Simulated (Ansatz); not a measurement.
This script for the Python package of Ansatz (0.2.0) starts 5 runs on KCuCl3, space group Pm-3m. What input does the engine get in each?

`run_plus_u.py`
```python
# -*- coding: utf-8 -*-
"""How the states of KCuCl3 follow the Hubbard U."""

import warnings

import ansatz as az
import numpy as np


def count_gap(report):
    # lowest empty less highest filled band, counting bands; zero where they overlap
    return max(report.get("gap_by_band_count_ev") or 0.0, 0.0)

warnings.simplefilter("ignore", az.DeckWarning)

vectors = np.array([
    [4.798052, 0.0, 0.0],
    [0.0, 4.798052, 0.0],
    [0.0, 0.0, 4.798052],
])
structure = (
    az.Lattice.of(vectors)
    .atom("K", (0.0, 0.0, 0.0))
    .atom("Cu", (0.5, 0.5, 0.5))
    .atom("Cl", (0.0, 0.5, 0.5))
    .atom("Cl", (0.5, 0.0, 0.5))
    .atom("Cl", (0.5, 0.5, 0.0))
)

base = (
    structure.calculation()
    .functional("r2scan", dispersion="D4")
    .basis(23 * az.Ha)
    .kpoints(6)
    .occupations("Gaussian")
    .band_table()
)
rows = []
for u in [0.0, 1.5, 3.0, 4.5, 6.0]:
    r = base.hubbard("Cu", "d", u_eff=u).run(threads=1, pin="off").report
    shell = r["hubbard"]["n_scf"]
    rows.append((u, count_gap(r), sum(shell) / len(shell), r["n_iterations"]))
lines = [",".join(["U_eff eV", "gap by band count eV", "Cu d occupation (projector)", "iterations"])] + [",".join(f"{v:.4f}" if isinstance(v, float) else str(v) for v in row) for row in rows]
print("\n".join(lines))
with open("plus_u.csv", "w") as handle:
    handle.write("\n".join(lines) + "\n")
print("eigenvalues of the first occupation matrix at the last U, by spin:")
for channel in r["hubbard"]["n_eig"][0]:
    print("  ", " ".join(f"{n:.3f}" for n in channel))
```

Run 1:
```yaml
crystal:
  lattice:
    - [4.798052, 0.0, 0.0]
    - [0.0, 4.798052, 0.0]
    - [0.0, 0.0, 4.798052]
  atoms:
    - { symbol: K, position: [0.0, 0.0, 0.0] }
    - { symbol: Cu, position: [0.5, 0.5, 0.5] }
    - { symbol: Cl, position: [0.0, 0.5, 0.5] }
    - { symbol: Cl, position: [0.5, 0.0, 0.5] }
    - { symbol: Cl, position: [0.5, 0.5, 0.0] }
basis:
  ecutwfc: 625.861883657724
kpoints:
  mp_grid:
    grid: [6, 6, 6]
hamiltonian:
  xc: r2scan
  dispersion: d4
  hubbard:
    - { species: Cu, l: d, u_eff: 0.0 }
scf:
  occupations:
    method: gaussian
output:
  eigenvalues: true
```

Run 2, against run 1:
```diff
-    - { species: Cu, l: d, u_eff: 0.0 }
+    - { species: Cu, l: d, u_eff: 1.5 }
```

Run 3, against run 1:
```diff
-    - { species: Cu, l: d, u_eff: 0.0 }
+    - { species: Cu, l: d, u_eff: 3.0 }
```

Run 4, against run 1:
```diff
-    - { species: Cu, l: d, u_eff: 0.0 }
+    - { species: Cu, l: d, u_eff: 4.5 }
```

Run 5, against run 1:
```diff
-    - { species: Cu, l: d, u_eff: 0.0 }
+    - { species: Cu, l: d, u_eff: 6.0 }
```

```console
$ python run_plus_u.py
U_eff eV,gap by band count eV,Cu d occupation (projector),iterations
0.0000,0.0000,9.4996,11
1.5000,0.0000,9.5411,11
3.0000,0.0000,9.5826,11
4.5000,0.0000,9.6236,11
6.0000,0.0000,9.6632,11
eigenvalues of the first occupation matrix at the last U, by spin:
   0.919 0.919 0.998 0.998 0.998
```

Caveats:
- The cell holds an odd number of electrons and is run without spin, so a magnetic state may lie lower.
- Dispersion corrections can be off by several per cent in the lattices of metals, and by several GPa in the pressure at a fixed cell.
- For a metal this k-point mesh is coarse: on a finer one energies can move by several to tens of meV an atom and pressures by half a GPa or more, differences at one mesh by less.
- A gap by band count of zero or less means overlapping bands, a metal, and at an odd count of electrons it is no gap at all.
- A Hubbard U without spin forces both spins into the same orbitals, which can open a gap or pick a state that a spin-polarised run wouldn't.
- This cell is a computed structure, which may not be the phase found in nature.
- Levels are Kohn-Sham eigenvalues on this mesh.
- Shell occupations and the effect of U depend on the projectors; a run with no .spin step is spin-unpolarised, and each U may end in a state that isn't the lowest.
- The script silences the warnings on its input, which a real study should read.
- It ran for 60 s on 1 thread of Intel(R) Xeon(R) Platinum 8124M CPU @ 3.00GHz (Skylake/Cascade Lake), with other jobs on the host, peak memory 0.76 GiB.

(A comment or docstring line of the script was reworded after the run, the code is as it ran.)
